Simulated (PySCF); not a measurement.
**C₂H₅F₂Si−: electronic excitations**

Wanted: the electronic excitations of C₂H₅F₂Si− (`FC(F)C[SiH2-]`), by calculation.

The runs use PySCF 2.14.0, with density-fitted response routines of our own; the level of theory stands in each step. All values are computed, except where a source is named. Atoms count from 0, in the outputs and in this text.

### Step 1. The starting structure

10 atoms, charge -1, multiplicity 1; geometry from: GFN2-xTB.

Bonds of the start (Å): F0–C1 1.41, C1–F2 1.36, C1–C3 1.48, C3–Si4 1.92, C1–H5 1.10, C3–H6 1.09, C3–H7 1.09, Si4–H8 1.47, Si4–H9 1.48.

### Step 2. TDDFT and polarisability: CAM-B3LYP/def2-SVPD

Job settings and geometry (Å):

```
{"job": {"kind": "uv", "xc": "CAM-B3LYP", "basis": "def2-SVPD", "nstates": 8, "ntriplets": 3}, "charge": -1, "multiplicity": 1}
F      2.219090     0.422518    -0.450127
C      0.841480     0.533295    -0.163780
F      0.814958     1.484193     0.812401
C      0.201550    -0.741088     0.233965
Si    -1.715192    -0.617165     0.161625
H      0.405401     0.975927    -1.070985
H      0.526031    -1.510893    -0.467618
H      0.543372    -1.027187     1.229711
H     -1.956452     0.618505     0.925311
H     -1.871356    -0.133452    -1.233032
```

With the program's defaults for keys left out, this is: TDDFT CAM-B3LYP/def2-SVPD, vertical, gas phase, core orbitals frozen in the response.

Launch:

```
OMP_NUM_THREADS=1 python probes_run.py task.json out
```

This one command runs all jobs of the session in turn.

What will the session give for the following? lowest singlet (CAM-B3LYP/def2-SVPD); brightest single state of those computed; lowest triplet. Wanted: lowest singlet; brightest single state of those computed; lowest triplet.

As calculated:

| quantity | value |
| --- | --- |
| lowest singlet (CAM-B3LYP/def2-SVPD) | 3.52 eV (352 nm), f = 0.063 |
| brightest single state of those computed | state 2, 3.95 eV, f = 0.126 |
| lowest triplet | 3.18 eV |

What this shows: The lowest singlet, at 3.52 eV, is HOMO→LUMO 0.75, HOMO→LUMO+1 0.16 and is bright; of the 8 states computed, the strongest absorption comes from state 2 at 3.95 eV. The lowest triplet lies 0.35 eV below the lowest singlet (triplets in Tamm-Dancoff, singlets in full TDDFT). The lowest singlet lies above −ε(HOMO); no detachment energy was computed, so the anion's states may not be bound.
